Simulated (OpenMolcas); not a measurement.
# Ti²⁺ among point charges: CASSCF and CASPT2 levels and susceptibility

How does a field of 6 point charges split the states of Ti²⁺, and what χT follows?

Method: state-averaged CASSCF and CASPT2, spin-orbit coupling by RASSI with atomic mean-field integrals. Code: OpenMolcas 26.06.

### Step 1. The atom as given

* Species: Ti²⁺ (titanium, Z = 22, 20 electrons)
* Basis: ANO-RCC-VDZP [5s4p2d1f], 34 functions
* Scalar Hamiltonian: DKH2, point nucleus
* Inactive shells: 1s 2s 2p 3s 3p
* Active space: 2 electrons in 5 orbitals (3d)
* Some configurations of this space: 3d2
* Orbitals: optimised for each spin and parity, averaged over all roots

The outer shells:

3d2
```
3d [↑ ][↑ ][  ][  ][  ]
```

The ion sits among 6 point charges of -1.5 e arranged as an octahedron (Oh), 1.82 Å from the ion.

The work runs as a chain of OpenMolcas steps in one folder; each step below is one input file. Labels, J, g values, rates, χT and fits are worked out afterwards by a script from the matrices that RASSI stores. The input lists half of the charges; inversion (Group=XYZ) makes the rest.

### Step 2. One- and two-electron integrals

Input file a.inp:

```
&GATEWAY
Coord
1

Ti 0.0 0.0 0.0
Basis=ANO-RCC-VDZP
Group=XYZ
NoMove
AngMom=0.0 0.0 0.0
AMFI
XField
3 Angstrom 0
1.820000 0.000000 0.000000 -1.500000
0.000000 1.820000 0.000000 -1.500000
0.000000 0.000000 1.820000 -1.500000
&SEWARD
```

Started as:

```
> OMP_NUM_THREADS=1 MOLCAS_MEM=1689 MOLCAS_PROJECT=a pymolcas a.inp > a.log
```

### Step 3. CASSCF: triplets of even parity, 10 roots

Input file a.inp:

```
&RASSCF
FileOrb=start.orb
Symmetry=1
Spin=3
nActEl=2 0 0
Inactive=3 6
Ras2=5 0
CIRoot=10 10 1
SDav=10
CIMx=300
Iter=120 100
PrWF=0.3
OrbListing=Nothing
MaxOrb=0
>>> COPY $Project.JobIph JOB001
```

start.orb holds the contracted functions of the basis, ordered by shell, or the orbitals of the step before.

### Step 4. CASSCF: singlets of even parity, 15 roots

Input file a.inp:

```
&RASSCF
FileOrb=start.orb
Symmetry=1
Spin=1
nActEl=2 0 0
Inactive=3 6
Ras2=5 0
CIRoot=15 15 1
SDav=15
CIMx=300
Iter=120 100
PrWF=0.3
OrbListing=Nothing
MaxOrb=0
>>> COPY $Project.JobIph JOB002
```

### Step 5. RASSI: spin-orbit coupling between the states

Input file a.inp:

```
&RASSI
NrOfJobIphs=2 10 15
1 2 3 4 5 6 7 8 9 10
1 2 3 4 5 6 7 8 9 10 11 12 13 14 15
IphNames
JOB001
JOB002
EJob
SpinOrbit
DIPRint=1.0
SOCoupling=1000.0
Subsets=2
Property=9
'ANGMOM' 1 'ANGMOM' 2 'ANGMOM' 3 'MLTPL  1' 1 'MLTPL  1' 2 'MLTPL  1' 3
'AMFI' 1 'AMFI' 2 'AMFI' 3
SOProperty=3
'ANGMOM' 1 'ANGMOM' 2 'ANGMOM' 3
```

### Step 6. CASPT2: IPEA 0.25, imaginary shift 0.1 (closed shells correlated: 3s 3p)

Input file a.inp:

```
>>> COPY JOB001 $Project.JobIph
&CASPT2
Multistate=10 1 2 3 4 5 6 7 8 9 10
NoMult
Frozen=2 3
IPEA=0.25
Imaginary=0.1
MaxIter=60
WThr=0.0 0.3 0.05
PrWF=0.5
NoMix
>>> COPY JOB002 $Project.JobIph
&CASPT2
Multistate=15 1 2 3 4 5 6 7 8 9 10 11 12 13 14 15
NoMult
Frozen=2 3
IPEA=0.25
Imaginary=0.1
MaxIter=60
WThr=0.0 0.3 0.05
PrWF=0.5
NoMix
```

(Steps that only read results are left out.)

Before running it: what results should come out? Wanted: spin-free ground state; first state of the same spin within the active space; lowest level; next level.

As calculated:

| quantity | value |
| --- | --- |
| method | SS-CASPT2, IPEA 0.25, imaginary shift 0.1 (closed shells correlated: 3s 3p) |
| spin-free ground state | 3T1, 3-fold in its orbital part |
| first state of the same spin within the active space | 3T2 at 14200 cm⁻¹ |
| lowest level | 2-fold E, g = 0.00, 0.00, 0.00 |
| next level | 1.6 cm⁻¹ |
| χT at 300 K | 1.16 cm³ K/mol |
| effective moment at 300 K | 3.05 μB |

Cost by method:

```tsv
method	time of its own steps	time with the reference
A. CASSCF	5.2 s	5.2 s
B. SS-CASPT2, IPEA 0.25, imaginary shift 0.1, +3s 3p	1.5 s	6.7 s
```

Times are of one thread on a shared host.

The spin-free ground state (3T1) comes to 93 % from free-ion F terms and keeps the highest spin of the shell. χT at 300 K is 1.16, against 1.00 cm³ K/mol for the spin alone, so orbital moment adds to it. A ligand-field fit to the states below 45000 cm-1 gives 10Dq = 17056 cm-1, B = 597 cm-1 and C = 2437 cm-1 (C/B = 4.08), with a deviation of 761 cm-1. CASPT2 does not keep the components of a term degenerate, and the means are used. The field of point charges can differ much from that of real complexes. This is an electrostatic model: the charges have no orbitals.
